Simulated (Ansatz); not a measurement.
# Al: the cost of one run

Method: DFT r2SCAN, scalar-relativistic, plane waves, PAW, in Ansatz 0.2.0.

## (1) The starting structure

It takes space group Im-3m (No. 229, cubic). Conventional cell: a = 3.182 Å, b = 3.182 Å, c = 3.182 Å, α = 90.00°, β = 90.00°, γ = 90.00°. Around Al (site symmetry m-3m) lie 8 Al at 2.76 Å.

As a file:

```
CELL_PARAMETERS angstrom
-1.59122 1.59122 1.59122
1.59122 -1.59122 1.59122
1.59122 1.59122 -1.59122
ATOMIC_POSITIONS crystal
Al 0.00000 0.00000 0.00000
```

It goes back to an entry of the Materials Project, which need not be the stable form.

The cell is taken as given, not relaxed at this level.

## (2) Zero of energy

The reference gives a free energy of -540.2985 eV, pressure 0.48 GPa, largest force 0.000 eV/Å and gap on the mesh none (metal). It was computed beforehand with the settings of the runs below.

## (3) The scan: energy and stress against strain

The cell is strained by ε times the Voigt pattern (0, 0, 0, 1, 0, 0) (xx, yy, zz, yz, xz, xy; engineering shear), with fractional coordinates fixed (clamped ions). The stress on the pattern is the sum of the stress components weighted by it, tension positive.

## (4) At ε = -0.0200

Input file input.yaml:

```yaml
crystal:
  lattice:
    - [-1.59121869, 1.5753065031, 1.5753065031]
    - [1.59121869, -1.6071308769, 1.6071308769]
    - [1.59121869, 1.6071308769, -1.6071308769]
  atoms:
    - { symbol: Al, position: [0.0, 0.0, 0.0] }
basis:
  ecutwfc: 500
kpoints:
  mp_grid: { grid: [20, 20, 20] }
hamiltonian:
  xc: r2scan
scf:
  occupations: { method: gaussian, width: 0.15 }
output:
  forces: true
  stress: true
  eigenvalues: true
  write_density: true
  write_potential: true
  elf: true
  volumetric_format: npy
```

The run is started by

```
> ansatz run input.yaml --threads 1 --pin off --max-ram 2560MiB --backend cpu --events-out ev --progress --plain --runs-dir out
```

**Question.** How long does this run take on 1 thread of Arm Neoverse V1, shared host, and how much memory does it need?

About 24 s, with a peak of 0.44 GiB.
